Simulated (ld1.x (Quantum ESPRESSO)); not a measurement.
# A PAW potential for Hf, from input to tests

Do these settings give a usable potential? It is generated, then checked for transferability, scattering, ghosts and hardness.

Method: ld1.x (Quantum ESPRESSO) 7.5, PBE, scalar-relativistic.

## 1. Starting point

The settings as typed:

| Quantity | Value |
| --- | --- |
| element | hafnium (Hf, Z = 72) |
| type | PAW |
| frozen core | [Kr] 4d10 |
| valence charge | 26 |
| reference configuration | 4f14 5s2 5p6 5d2 6s1.75 6p0.25 |
| partial waves | 5s (bound): rcut 2.10, rcutus 2.25 bohr; 6s (bound): rcut 2.10, rcutus 2.25 bohr; 5p (bound): rcut 1.80, rcutus 2.30 bohr; 6p (bound): rcut 1.80, rcutus 2.30 bohr; 5d (bound): rcut 2.15, rcutus 2.95 bohr; 5d channel at 4.65 Ry: rcut 2.15, rcutus 2.95 bohr; 4f (bound): rcut 0.80, rcutus 1.00 bohr; 4f channel at 1.8 Ry: rcut 0.80, rcutus 1.00 bohr |
| local potential | all-electron potential smoothed inside 2.80 bohr (lloc = -2) |
| core correction | a·sin(br)/r model core inside 0.55 bohr |
| augmentation charge | PSQ, inside the norm-conserving radii |

An earlier all-electron run gives the scale for the radii.

All-electron outer shells of the reference configuration (PBE, scalar-relativistic, ld1.x):

```
shell  level (eV)  outermost node (bohr)  outermost maximum (bohr)
   4p     -379.46                   0.25                      0.46
   4d     -207.05                   0.23                      0.47
   5s      -67.40                   0.55                      1.01
   5p      -35.95                   0.60                      1.16
   4f      -17.21                      –                      0.45
   6s       -5.35                   1.37                      2.89
   5d       -3.00                   0.67                      1.69
   6p       -1.58                   1.66                      4.00
```

## 2. Generation

The input, Hf.in:

```
 &input
   title='Hf', zed=72., rel=1, dft='PBE', iswitch=3,
   config='[Xe] 4f14 5d2 6s1.75 6p0.25',
   nld=4, rlderiv=3.20, eminld=-7.0, emaxld=5.0, deld=0.02
 /
 &inputp
   pseudotype=3, lpaw=.true., tm=.true., lloc=-2, rcloc=2.80,
   nlcc=.true., rcore=0.55,
   which_augfun='PSQ', rmatch_augfun_nc=.true.,
   file_pseudopw='Hf.UPF', file_wfcaegen='ae.wfc', file_wfcncgen='nc.wfc', file_beta='beta', file_chi='chi', file_wfcusgen='us.wfc'
 /
8
5S  1  0   2.00   0.00  2.10  2.25  0.0
6S  2  0   1.75   0.00  2.10  2.25  0.0
5P  2  1   6.00   0.00  1.80  2.30  0.0
6P  3  1   0.25   0.00  1.80  2.30  0.0
5D  3  2   2.00   0.00  2.15  2.95  0.0
5D  3  2   0.00   4.65  2.15  2.95  0.0
4F  4  3  14.00   0.00  0.80  1.00  0.0
4F  4  3   0.00   1.80  0.80  1.00  0.0
 &test
   configts(1)='4f14 5s2 5p6 5d2 6s1.75 6p0.25'
 /
```

The run is started by

```sh
ld1.x < Hf.in > Hf.out
```

Output in Hf.out (without the banner and most projector matrices):

```text
     Program LD1 v.7.5
     --------------------------- All-electron run ----------------------------

     Hf
     scalar relativistic calculation

     atomic number is 72.00
     dft =PBE   lsd =0 sic =0 latt =0  beta=0.20 tr2=1.0E-14
     Exchange-correlation= PBE
                           (   1   4   3   4   0   0   0)
     mesh =1271 r(mesh) =  99.31870 a.u. xmin = -7.00 dx = 0.01250
     1 Ry =  13.60569312 eV, c = 137.03599908

     n l     nl                  e(Ry)          e(Ha)          e(eV)
     1 0     1S 1( 2.00)     -4798.6392     -2399.3196    -65288.8123
     2 0     2S 1( 2.00)      -820.6735      -410.3367    -11165.8314
     2 1     2P 1( 6.00)      -720.5436      -360.2718     -9803.4957
     3 0     3S 1( 2.00)      -187.0148       -93.5074     -2544.4658
     3 1     3P 1( 6.00)      -157.1064       -78.5532     -2137.5419
     4 0     4S 1( 2.00)       -37.6995       -18.8498      -512.9280
     4 1     4P 1( 6.00)       -27.8896       -13.9448      -379.4572
     3 2     3D 1(10.00)      -121.7310       -60.8655     -1656.2344
     5 0     5S 1( 2.00)        -4.9535        -2.4767       -67.3957
     5 1     5P 1( 6.00)        -2.6425        -1.3213       -35.9533
     4 2     4D 1(10.00)       -15.2179        -7.6089      -207.0495
     4 3     4F 1(14.00)        -1.2652        -0.6326       -17.2134
     5 2     5D 1( 2.00)        -0.2205        -0.1103        -3.0001
     6 0     6S 1( 1.75)        -0.3930        -0.1965        -5.3474
     6 1     6P 1( 0.25)        -0.1161        -0.0580        -1.5791

     final scf error:  8.7E-15 reached in  26 iterations

     Etot =  -30156.374295 Ry,  -15078.187147 Ha, -410298.374355 eV

     Ekin =   33046.641559 Ry,   16523.320780 Ha,  449622.463802 eV
     Encl =  -74398.410388 Ry,  -37199.205194 Ha,-1012241.940579 eV
     Eh   =   11810.524073 Ry,    5905.262037 Ha,  160690.366161 eV
     Exc  =    -615.129539 Ry,    -307.564770 Ha,   -8369.263739 eV

     normalization and overlap integrals

     s(1S/1S) =  1.000000  <r> =   0.0190  <r2> =    0.0005  r(max) =   0.0120
     s(2S/2S) =  1.000000  <r> =   0.0804  <r2> =    0.0076  r(max) =   0.0679
     s(2P/2P) =  1.000000  <r> =   0.0717  <r2> =    0.0063  r(max) =   0.0556
     s(3S/3S) =  1.000000  <r> =   0.2086  <r2> =    0.0498  r(max) =   0.1917
     s(3P/3P) =  1.000000  <r> =   0.2085  <r2> =    0.0504  r(max) =   0.1893
     s(4S/4S) =  1.000000  <r> =   0.4682  <r2> =    0.2475  r(max) =   0.4375
     s(4P/4P) =  1.000000  <r> =   0.4976  <r2> =    0.2818  r(max) =   0.4599
     s(3D/3D) =  1.000000  <r> =   0.1890  <r2> =    0.0419  r(max) =   0.1550
     s(5S/5S) =  1.000000  <r> =   1.1348  <r2> =    1.4495  r(max) =   1.0109
     s(5P/5P) =  1.000000  <r> =   1.3420  <r2> =    2.0495  r(max) =   1.1599
     s(4D/4D) =  1.000000  <r> =   0.5352  <r2> =    0.3323  r(max) =   0.4716
     s(4F/4F) =  1.000000  <r> =   0.6772  <r2> =    0.5952  r(max) =   0.4542
     s(5D/5D) =  1.000000  <r> =   2.4830  <r2> =    7.7265  r(max) =   1.6876
     s(6S/6S) =  1.000000  <r> =   3.4306  <r2> =   13.4281  r(max) =   2.8888
     s(6P/6P) =  1.000000  <r> =   5.0847  <r2> =   30.2102  r(max) =   3.9982

     ------------------------ End of All-electron run ------------------------

     --------------------- Generating PAW atomic setup --------------------

      Generating local potential from pseudized AE potential:
      Matching radius rcloc =   2.8000
      Enforcing V''(0)=0 (lloc=-2)

      Local pseudo, rcloc= 2.782 Estimated cut-off energy=     4.16 Ry

      Computing core charge for nlcc:

       r > 0.55 : true rho core
       r < 0.55 : rho core = a sin(br)/r    a= 107.69  b=   4.42

      Integrated core pseudo-charge :  20.78
      Wfc-us  5S rcutus= 2.278  Estimated cut-off energy=    11.22 Ry
      Wfc-us  6S rcutus= 2.278  Estimated cut-off energy=    22.87 Ry
      Wfc-us  5P rcutus= 2.278  Estimated cut-off energy=    16.65 Ry
      Wfc-us  6P rcutus= 2.278  Estimated cut-off energy=    31.09 Ry
      Wfc-us  5D rcutus= 2.925  Estimated cut-off energy=    13.49 Ry
      Wfc-us  5D rcutus= 2.925  Estimated cut-off energy=    17.50 Ry
      Wfc-us  4F rcutus= 0.998  Estimated cut-off energy=   159.46 Ry
      Wfc-us  4F rcutus= 0.998  Estimated cut-off energy=   236.33 Ry

     Required augmentation: PSQ   radius:    2.950000

     Q pseudized with Bessel functions
     Expected ecutrho=     950.6665 due to l1=  2   l2=  3

     Estimated PAW energy =-1152.093263 Ryd

     The PAW screened D coefficients
    -4.46125    -0.67033     0.00000     0.00000     0.00000     0.00000
     0.00000     0.00000
    -0.67033    -1.40557     0.00000     0.00000     0.00000     0.00000
     0.00000     0.00000
     0.00000     0.00000    -3.18389    -0.84456     0.00000     0.00000
     0.00000     0.00000
     0.00000     0.00000    -0.84456    -0.84871     0.00000     0.00000
     0.00000     0.00000
     0.00000     0.00000     0.00000     0.00000    -0.56556     0.19921
     0.00000     0.00000
     0.00000     0.00000     0.00000     0.00000     0.19921     0.61108
     0.00000     0.00000
     0.00000     0.00000     0.00000     0.00000     0.00000     0.00000
   -12.92601    -6.08084
     0.00000     0.00000     0.00000     0.00000     0.00000     0.00000
    -6.08084    -6.32285

     The PAW descreened D coefficients (US)
    -0.98513    -0.10310     0.00000     0.00000     0.00000     0.00000
     0.00000     0.00000
    -0.10310    -0.02496     0.00000     0.00000     0.00000     0.00000
     0.00000     0.00000
     0.00000     0.00000    -2.54707    -0.96843     0.00000     0.00000
     0.00000     0.00000
     0.00000     0.00000    -0.96843    -1.78249     0.00000     0.00000
     0.00000     0.00000
     0.00000     0.00000     0.00000     0.00000    -0.51609     0.98499
     0.00000     0.00000
     0.00000     0.00000     0.00000     0.00000     0.98499     2.26302
     0.00000     0.00000
     0.00000     0.00000     0.00000     0.00000     0.00000     0.00000
   -11.12572    -5.47118
     0.00000     0.00000     0.00000     0.00000     0.00000     0.00000
    -5.47118    -5.45842

     ------------------- End of pseudopotential generation -------------------

     [... the all-electron block is printed once more ...]


     Computing logarithmic derivative in   3.21267
     Computing logarithmic derivative in   3.21267
     Computing the partial wave expansion
     R is outside the sphere for l=    0 j= 0.00
     R is outside the sphere for l=    0 j= 0.00
     R is outside the sphere for l=    1 j= 0.00
     R is outside the sphere for l=    1 j= 0.00
     R is outside the sphere for l=    2 j= 0.00
     R is outside the sphere for l=    2 j= 0.00
     R is outside the sphere for l=    3 j= 0.00
     R is outside the sphere for l=    3 j= 0.00

     ---------------------- Testing the pseudopotential ----------------------

     Hf
     scalar relativistic calculation

     atomic number is 72.00   valence charge is 26.00
     dft = SLA  PW   PBX  PBC   lsd =0 sic =0 latt =0  beta=0.20 tr2=1.0E-14
     mesh =1271 r(mesh) =  99.31870 xmin = -7.00 dx = 0.01250

     n l     nl             e AE (Ry)        e PS (Ry)    De AE-PS (Ry)
     4 3     4F   1(14.00)       -1.26516       -1.26511       -0.00005
     1 0     5S   1( 2.00)       -4.95350       -4.95346       -0.00004
     2 1     5P   1( 6.00)       -2.64252       -2.64249       -0.00003
     3 2     5D   1( 2.00)       -0.22050       -0.22049       -0.00001
     2 0     6S   1( 1.75)       -0.39303       -0.39302       -0.00001
     3 1     6P   1( 0.25)       -0.11606       -0.11606       -0.00000

     eps = 7.9E-16  iter =  7

     Etot =  -30156.374295 Ry,  -15078.187147 Ha, -410298.374355 eV
     Etotps = -1152.093265 Ry,    -576.046632 Ha,  -15675.027406 eV

     Ekin =    1079.270846 Ry,     539.635423 Ha,   14684.227923 eV
     Encl =   -2197.340812 Ry,   -1098.670406 Ha,  -29896.344776 eV
     Ehrt =     581.106333 Ry,     290.553167 Ha,    7906.354440 eV
     Ecxc =    -615.129631 Ry,    -307.564816 Ha,   -8369.264993 eV
     (Ecc =     -77.570559 Ry,     -38.785279 Ha,   -1055.401219 eV)

     ---------------------- End of pseudopotential test ----------------------
```

It took 2.6 s on 1 thread of Intel Xeon Platinum 8488C, shared host. (Generation and the later configuration tests together.)

All-electron and pseudo partial waves u(r) = r·R(r), from the program's wave files:

```
r (bohr)   4f AE   4f PS    6s AE    6s PS
   0.148  0.3584  0.0102   0.1188   0.3065
   0.295  1.0149  0.1272  -0.1193   0.5710
   0.443  1.2317  0.4336  -0.1309   0.7638
   0.590  1.1507  0.7725   0.0712   0.8615
   0.738  0.9771  0.9017   0.2325   0.8601
   0.885  0.8007  0.7997   0.2837   0.7693
   1.033  0.6458  0.6458   0.2446   0.6094
   1.180  0.5188  0.5188   0.1510   0.4110
   1.328  0.4155  0.4155   0.0320   0.2005
   1.475  0.3335  0.3335  -0.0908   0.0050
   1.623  0.2678  0.2678  -0.2067  -0.1624
   1.770  0.2159  0.2159  -0.3082  -0.2932
   1.918  0.1743  0.1743  -0.3940  -0.3915
   2.065  0.1414  0.1414  -0.4629  -0.4631
   2.213  0.1149  0.1149  -0.5167  -0.5168
   2.360  0.0938  0.0938  -0.5564  -0.5564
   2.508  0.0767  0.0767  -0.5840  -0.5840
   2.655  0.0630  0.0630  -0.6011  -0.6011
   2.802  0.0519  0.0519  -0.6092  -0.6092
   2.950  0.0427  0.0427  -0.6100  -0.6100
   3.098  0.0353  0.0353  -0.6044  -0.6044
   3.245  0.0293  0.0293  -0.5937  -0.5937
   3.393  0.0243  0.0243  -0.5789  -0.5789
   3.540  0.0202  0.0202  -0.5609  -0.5609
   3.688  0.0168  0.0168  -0.5404  -0.5404
   3.835  0.0140  0.0140  -0.5182  -0.5182
```

## 3. Configuration tests

The input, Hf.test.in:

```
 &input
   title='Hf', zed=72., rel=1, dft='PBE', iswitch=2,
   config='[Xe] 4f14 5d2 6s1.75 6p0.25'
 /
 &test
   file_pseudo='Hf.UPF', nconf=8,
   configts(1)='4f14 5s2 5p6 5d2 6s1.75 6p0.25',
   configts(2)='4f14 5s2 5p6 5d2 6s2 6p0',
   configts(3)='4f14 5s2 5p6 5d2 6s1 6p0',
   configts(4)='4f14 5s2 5p6 5d2 6s0 6p0',
   configts(5)='4f13 5s2 5p6 5d3 6s1 6p0',
   configts(6)='4f14 5s2 5p6 5d2 6s0 6p1',
   configts(7)='4f14 5s2 5p6 5d2 6s1.5 6p0',
   configts(8)='4f14 5s2 5p6 5d0 6s0 6p0'
 /
```

The run is started by

```sh
ld1.x < Hf.test.in > Hf.test.out
```

Hf.test.out, the pseudopotential blocks:

```text
     ---------------------- Testing the pseudopotential ----------------------

     Hf
     scalar relativistic calculation

     atomic number is 72.00   valence charge is 26.00
     dft =SLA  PW   PBX  PBC   lsd =0 sic =0 latt =0  beta=0.20 tr2=1.0E-14
     mesh =1271 r(mesh) =  99.31870 xmin = -7.00 dx = 0.01250

     n l     nl             e AE (Ry)        e PS (Ry)    De AE-PS (Ry)
     4 3     4F   1(14.00)       -1.26516       -1.26511       -0.00005
     1 0     5S   1( 2.00)       -4.95350       -4.95346       -0.00004
     2 1     5P   1( 6.00)       -2.64252       -2.64249       -0.00003
     3 2     5D   1( 2.00)       -0.22050       -0.22049       -0.00001
     2 0     6S   1( 1.75)       -0.39303       -0.39302       -0.00001
     3 1     6P   1( 0.25)       -0.11606       -0.11606       -0.00000

     eps = 4.5E-15  iter =  7

     Etot =  -30156.374295 Ry,  -15078.187147 Ha, -410298.374355 eV
     Etotps = -1152.093265 Ry,    -576.046632 Ha,  -15675.027406 eV

     Ekin =    1079.270845 Ry,     539.635422 Ha,   14684.227913 eV
     Encl =   -2197.340811 Ry,   -1098.670406 Ha,  -29896.344765 eV
     Ehrt =     581.106333 Ry,     290.553166 Ha,    7906.354438 eV
     Ecxc =    -615.129631 Ry,    -307.564816 Ha,   -8369.264992 eV
     (Ecc =     -77.570559 Ry,     -38.785279 Ha,   -1055.401219 eV)

     ---------------------- End of pseudopotential test ----------------------
```

7 tests gave no usable energy difference (4f14 5s2 5p6 5d2 6s2 6p0; 4f14 5s2 5p6 5d2 6s1 6p0; 4f14 5s2 5p6 5d2 6s0 6p0; 4f13 5s2 5p6 5d3 6s1 6p0; others); the test run stopped with "negative rho".

## 4. Logarithmic derivatives

Taken from the files of the generation run. The phase is arctan(r·u′/u) with u = r·R, unwrapped, with energies in Ry. A pole is an energy at which the radial function vanishes at the test radius. The pseudo phase is shifted by a multiple of π to meet the all-electron one at the reference energy. Levels narrower than the energy grid can be missing from the poles. The last column is the largest difference on the grid between −1 and +1 Ry.

| channel | radius (bohr) | reference (Ry) | poles AE | poles PS | window around the reference with phases within 0.05 rad (Ry) | largest difference near zero (rad) |
| --- | --- | --- | --- | --- | --- | --- |
| s | 3.21 | -0.39 | -4.95, 0.94 | -4.95, 0.94 | below 3.5 | 0.000 |
| p | 3.21 | -0.12 | -2.62, 2.10 | -2.62, 2.11 | below 4.6 | 0.000 |
| d | 3.21 | -0.22 | 0.15, 4.21 | 0.20, 4.23 | below 0.4 | 0.085 |
| f | 3.21 | -1.27 | -1.27, 2.73 | -1.27, 2.74 | below 4.1 | 0.002 |

Phases (rad) along the scan:

```
E (Ry)    d AE    d PS    f AE    f PS
 -7.00   1.452   1.455   1.458   1.458
 -6.48   1.448   1.451   1.454   1.454
 -5.96   1.442   1.446   1.449   1.449
 -5.44   1.436   1.440   1.444   1.444
 -4.92   1.429   1.433   1.438   1.438
 -4.40   1.420   1.426   1.431   1.431
 -3.88   1.410   1.417   1.423   1.423
 -3.36   1.397   1.405   1.414   1.414
 -2.84   1.381   1.391   1.403   1.403
 -2.32   1.359   1.371   1.389   1.389
 -1.80   1.325   1.341   1.370   1.370
 -1.28   1.265   1.287   1.262   1.263
 -0.76   1.100   1.134  -1.827  -1.827
 -0.24  -0.778  -0.778  -1.885  -1.884
  0.28  -1.643  -1.605  -1.995  -1.994
  0.80  -1.827  -1.743  -2.304  -2.301
  1.32  -2.098  -1.872  -3.580  -3.578
  1.84  -3.165  -2.175  -4.418  -4.418
  2.36  -4.267  -3.597  -4.632  -4.631
  2.88  -4.522  -4.415  -4.739  -4.736
  3.40  -4.625  -4.598  -4.829  -4.821
  3.92  -4.686  -4.679  -4.958  -4.930
  4.44  -4.732  -4.731  -5.346  -5.179
  4.96  -4.774  -4.773  -7.068  -6.395
```

## 5. Plane-wave convergence, by spherical Bessel functions

This step uses the generator's waves and projectors in a separate script. Basis: spherical Bessel functions vanishing at 20 bohr, q² up to the cutoff; potential fixed at the reference.

All-electron valence levels (Ry): 5s -4.9535, 6s -0.3930, 5p -2.6425, 6p -0.1161, 5d -0.2205, 4f -1.2652. The lowest levels of each channel (Ry) by cutoff; the last column sums, over occupied levels, occupation times the distance from the level at 400 Ry. A positive value at high cutoff is not a bound level.

```
cutoff (Ry)     s #1     s #2     p #1     p #2     d #1     f #1  Σ f·Δε (mRy)
          8  -4.9424  -0.3049  -2.5765  -0.0825  -0.2034   0.0918       19613.3
         15  -4.9530  -0.3768  -2.6415  -0.0972  -0.2203   0.0918       19038.8
         25  -4.9535  -0.3926  -2.6424  -0.1155  -0.2205   0.0918       18999.9
         40  -4.9535  -0.3930  -2.6425  -0.1160  -0.2205   0.0918       18998.0
         55  -4.9535  -0.3931  -2.6425  -0.1161  -0.2205   0.0917       18996.4
         90  -4.9535  -0.3931  -2.6425  -0.1161  -0.2205  -0.9991        3725.4
        120  -4.9535  -0.3931  -2.6425  -0.1161  -0.2205  -1.2495         219.2
        180  -4.9535  -0.3931  -2.6425  -0.1161  -0.2205  -1.2630          30.9
        230  -4.9535  -0.3931  -2.6425  -0.1161  -0.2205  -1.2649           4.1
        260  -4.9535  -0.3931  -2.6425  -0.1161  -0.2205  -1.2650           3.6
        400  -4.9535  -0.3931  -2.6425  -0.1161  -0.2205  -1.2652           0.0
```

The sum stays within 10 mRy from 230 Ry and within 1 mRy only somewhere over 300 Ry. The sum leaves out empty levels, which can need more. Ghost test: no level below the all-electron spectrum of its channel (s, p, d, f tested).

## 6. Results

```
                                                quantity                        value
               cutoffs for 10 and 1 mRy, occupied levels       230 Ry and over 300 Ry
                                            bound ghosts                   none found
                                     configuration tests  no usable energy difference
largest phase difference near zero energy, channels read                    0.085 rad
         lowest eigenvalue of the overlap (Bessel basis)                    0.080 (p)
               density cutoff estimated by the generator                       951 Ry
```

**Reading.** The test run broke off, so later configurations gave nothing; no test gave an energy difference. It counts as very hard, with 230 Ry needed at the looser tolerance. The tighter tolerance needs over 300 Ry, and converged work needs a cutoff nearer that. The slowest occupied level is 4f: taken alone it needs 200 Ry to come within 1 mRy, against 25 Ry for 6p. No bound ghost shows below the valence levels. Near zero energy the largest phase difference among the channels read is 0.08 rad, in the d channel. All of this concerns the isolated atom, not yet a solid.
